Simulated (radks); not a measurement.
# Rb²⁺ in [Ar] 3d10 4s2 4p5: an all-electron calculation

Wanted: eigenvalues, radial structure and energy terms of the rubidium ion Rb2+.

Program: radks (a radial shooting solver on a logarithmic mesh, Libxc functionals) version 1. Level of theory: scalar-relativistic Kohn-Sham, BLYP, spin-polarised, spherical densities, finite nucleus; open shells are filled with parallel spins first. These are calculated values, not measurements, unless marked.

## (1) Starting point

- element: rubidium (Z = 37)
- charge: +2
- electrons: 35
- configuration: [Ar] 3d10 4s2 4p5
- nuclear rms radius: 4.2036 fm

The outer shells:

Rb²⁺
```
[Ar] core
3d [↑↓][↑↓][↑↓][↑↓][↑↓]
4s [↑↓]
4p [↑↓][↑↓][↑ ]
```

## (2) The calculation

Settings of this run:

```text
Z 37
configuration [Ar] 3d10 4s2 4p5 5s0 4d0 5p0 4f0
relativity scalar-relativistic
functional b88,lyp
spin polarised
nucleus finite rms 4.2036 fm
c 137.035999084
```

Q: Predict the outcome of this run.

The runs gave:

| quantity | value |
| --- | --- |
| total energy | -2980.48144 hartree |
| exchange-correlation share of it | 3.37 % |
| −T/E | 1.0242 |
| highest occupied level | 4p down, -33.069 eV |
| most extended occupied level | 4p down, <r> = 1.64 bohr |
| radius at density 0.001 e/bohr³ | 3.42 bohr |
| maxima of the radial density | 3 |
| ionisation energy, NIST | 39.247 (semi-emp.) eV |

The radial density shows 3 maxima for 4 occupied principal shells; where shells overlap, one shows as a shoulder or not at all. Relativity lifts −T/E to 1.024. The top level binds by 33.069 eV, 84 % of the NIST ionisation energy of 39.247 eV; the potential of a semilocal functional falls off too fast, so its top eigenvalue is too shallow. Open shells are spherical and high-spin; term and fine-structure splittings are not resolved.
